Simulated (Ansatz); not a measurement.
This script drives Ansatz 0.2.0, Python API.

The script, `bde_ch5fsi.py`:
```python
"""X-H bond energies of CH5FSi without relaxation."""

import ansatz


def energy(molecule, charge=0, unpaired=0):
    calc = (
        molecule.calculation()
        .basis(gaussian="def2-SVP")
        .functional("r2SCAN", dispersion="d4")
    )
    if charge:
        calc = calc.charge(charge)
    if unpaired:
        calc = calc.spin("collinear", total=unpaired)
    report = calc.run().report
    if report["published_state_doubts"]:
        print("  doubts:", report["published_state_doubts"])
    return report["free_energy_ev"]

def without(molecule, index):
    rest = ansatz.Crystal.molecule()
    for i, site in enumerate(molecule.cartesian_sites):
        if i != index:
            rest = rest.atom(site.symbol, site.position_ang)
    return rest

geometry_ang = [
    ("F", (-0.6811, -0.5384, -1.6778)),
    ("C", (-0.5155, 0.4193, -0.7042)),
    ("Si", (0.4183, -0.3467, 0.6491)),
    ("H", (-1.4149, 0.7875, -0.3678)),
    ("H", (0.0218, 1.259, -1.1692)),
    ("H", (0.6927, 0.6613, 1.7424)),
    ("H", (1.8088, -0.8232, 0.204)),
    ("H", (-0.2378, -1.4759, 1.2676)),
]
system = ansatz.Crystal.molecule()
for symbol, xyz in geometry_ang:
    system = system.atom(symbol, xyz)

whole = energy(system, 0)
hydrogen = energy(ansatz.Crystal.molecule().atom("H", (0, 0, 0)), 0, 1)
print(f"E(molecule) = {whole:.5f} eV, E(H) = {hydrogen:.5f} eV")
for index in [4, 7]:
    radical = energy(without(system, index), 0, 1)
    print(f"H{index}: homolysis {23.060548 * (radical + hydrogen - whole):.1f} kcal/mol")
    anion = energy(without(system, index), -1)
    print(f"H{index}: loss of a proton {23.060548 * (anion - whole):.1f} kcal/mol")
```

It is started by `python bde_ch5fsi.py`. Estimate its wall time and peak memory on 1 thread of Arm Neoverse V1, with other jobs on the host.

It took about 16 s, with a peak of 0.21 GiB, for 6 runs of the engine.

```console
$ python bde_ch5fsi.py
E(molecule) = -11704.00882 eV, E(H) = -13.58417 eV
H4: homolysis 102.6 kcal/mol
H4: loss of a proton 408.6 kcal/mol
H7: homolysis 91.9 kcal/mol
H7: loss of a proton 394.9 kcal/mol
```

What to keep in mind:
- Total energies depend on the basis set; only differences at equal settings carry meaning.
- The geometry is a force-field or estimated start, not a minimum of this method, and the basis set is short of its limit. All parts are taken at fixed geometry, without zero-point energy.
- Anions want diffuse functions, which this basis lacks.
